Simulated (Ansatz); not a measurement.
# YSe: response to strain

Aim: deform YSe (equal xy, yz and zx engineering shear strains of +1 %) and compute stress, forces and field gradients with LAPW, PAW and all-electron datasets made for the crystal.

Method: DFT LDA, scalar-relativistic, in Ansatz 0.2.0.

### Step 1. Starting point

Symmetry: Fm-3m, No. 225, cubic system. The conventional cell has a = 5.750 Å, b = 5.750 Å, c = 5.750 Å, α = 90.00°, β = 90.00°, γ = 90.00°. Y (site symmetry m-3m) has 6 Se at 2.87 to 2.88 Å as nearest neighbours. Around Se (site symmetry m-3m) lie 6 Y at 2.87 to 2.88 Å.

As a file:

```cif
data_structure
_symmetry_space_group_name_H-M 'P 1'
_symmetry_Int_Tables_number 1
_cell_length_a 4.0659
_cell_length_b 4.0659
_cell_length_c 4.0659
_cell_angle_alpha 60.000
_cell_angle_beta 60.000
_cell_angle_gamma 60.000
_cell_volume 47.53
loop_
_atom_site_label
_atom_site_type_symbol
_atom_site_fract_x
_atom_site_fract_y
_atom_site_fract_z
_atom_site_occupancy
Y1 Y 0.00000 0.00000 0.00000 1
Se1 Se 0.50000 0.50000 0.50000 1
```

Atoms are numbered in the order of the input: Y1, Se2.

### Step 2. The deformed structure

Space group Fm-3m before, R-3m after.

### Step 3. Full-potential LAPW

The input, input.yaml:

```yaml
crystal:
  lattice:
    - [0.02875, 2.889375, 2.889375]
    - [2.889375, 0.02875, 2.889375]
    - [2.889375, 2.889375, 0.02875]
  atoms:
    - { symbol: "Y", position: [0.0, 0.0, 0.0] }
    - { symbol: Se, position: [0.5, 0.5, 0.5] }
kpoints:
  mp_grid: { grid: [7, 7, 7] }
  band_path:
    path:
      - [0.0, 0.0, 0.0]
      - [0.5, 0.5, 0.5]
      - [0.247543133, 0.5, 0.752456867]
      - [-0.247543133, 0.247543133, 0.5]
      - [0.0, 0.0, 0.5]
      - [0.0, 0.0, 0.0]
      - [-0.3737715665, 0.0, 0.3737715665]
      - [0.0, 0.3737715665, 0.6262284335]
      - [0.0, 0.5, 0.5]
    npoints: 5
scf:
  occupations: { method: fermi_dirac, width: 0.03 }
hamiltonian:
  xc: lda
  pseudopotentials: { kind: all_electron, lapw: { basis_error: 0.00025 } }
output:
  forces: true
  stress: true
  eigenvalues: true
```

The run is started by

```
ansatz run input.yaml --threads 1 --pin off --max-ram 3072MiB --backend cpu --events-out ev --progress --plain --runs-dir out
```

### Step 4. PAW on the default files

The input, input.yaml:

```yaml
crystal:
  lattice:
    - [0.02875, 2.889375, 2.889375]
    - [2.889375, 0.02875, 2.889375]
    - [2.889375, 2.889375, 0.02875]
  atoms:
    - { symbol: "Y", position: [0.0, 0.0, 0.0] }
    - { symbol: Se, position: [0.5, 0.5, 0.5] }
kpoints:
  mp_grid: { grid: [7, 7, 7] }
scf:
  occupations: { method: fermi_dirac, width: 0.03 }
hamiltonian:
  xc: lda
  pseudopotentials: { kind: paw }
output:
  forces: true
  stress: true
  eigenvalues: true
  efg: { contact_densities: true }
```

### Step 5. All-electron PAW on datasets made for the crystal

input.yaml, as its differences from that of step 4:

```diff
@@ -14,3 +14,3 @@
   xc: lda
-  pseudopotentials: { kind: paw }
+  pseudopotentials: { kind: all_electron, datasets: crystal }
 output:
```

(Steps that only read results are left out.)

What does the calculation give? Wanted: pressure; largest shear or deviatoric stress.

**Answer**, as computed:

| quantity | value |
| --- | --- |
| pressure | LAPW -4.63, PAW -4.64, crystal datasets -4.63 GPa |
| largest shear or deviatoric stress (LAPW) | 0.01 GPa |

What this shows: The largest part of the stress beyond the pressure is 0.01 GPa in size; the atoms are carried along and not relaxed. No run of the undeformed cell stands beside it, so the pressure holds what the given cell had before the change. PAW: stress within 0.01 GPa of LAPW. Crystal datasets: stress within 0.01 GPa of LAPW.
